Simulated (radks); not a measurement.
**Cu⁴⁺ in [Ar] 3d7: an all-electron calculation**

Aim: the levels, the sizes of the orbitals and the parts of the energy of the copper ion Cu4+.

Program: radks (a radial shooting solver on a logarithmic mesh, Libxc functionals) version 1. Level of theory: non-relativistic Kohn-Sham, PBE, spin-polarised, spherical densities, point nucleus; open shells are filled with parallel spins first. These are calculated values, not measurements, unless marked.

### 1 Starting point

- element: copper (Z = 29)
- charge: +4
- electrons: 25
- configuration: [Ar] 3d7

The outer shells:

Cu⁴⁺
```
[Ar] core
3d [↑↓][↑↓][↑ ][↑ ][↑ ]
```

### 2 The run

Settings of this run:

```text
Z 29
configuration [Ar] 3d7 4s0 4p0 4d0 4f0
relativity non-relativistic
functional pbe,pbe
spin polarised
nucleus point
```

Q: Predict the outcome of this run.

The runs gave:

```
                        quantity                      value
                    total energy        -1635.66373 hartree
exchange-correlation share of it                     3.97 %
                            −T/E                     0.9993
          highest occupied level        3d down, -69.168 eV
    most extended occupied level  3d down, <r> = 0.811 bohr
 radius at density 0.001 e/bohr³                  2.43 bohr
    maxima of the radial density                          3
         ionisation energy, NIST          80 (semi-emp.) eV
```

**Reading.** 3 principal shells are occupied and 3 maxima appear in the radial density. −T/E = 0.9993, near the virial value of 1. The top level binds by 69.168 eV, 87 % of the NIST ionisation energy of 80 eV; the potential of a semilocal functional falls off too fast, so its top eigenvalue is too shallow. Open shells are spherical and high-spin; term and fine-structure splittings are not resolved.
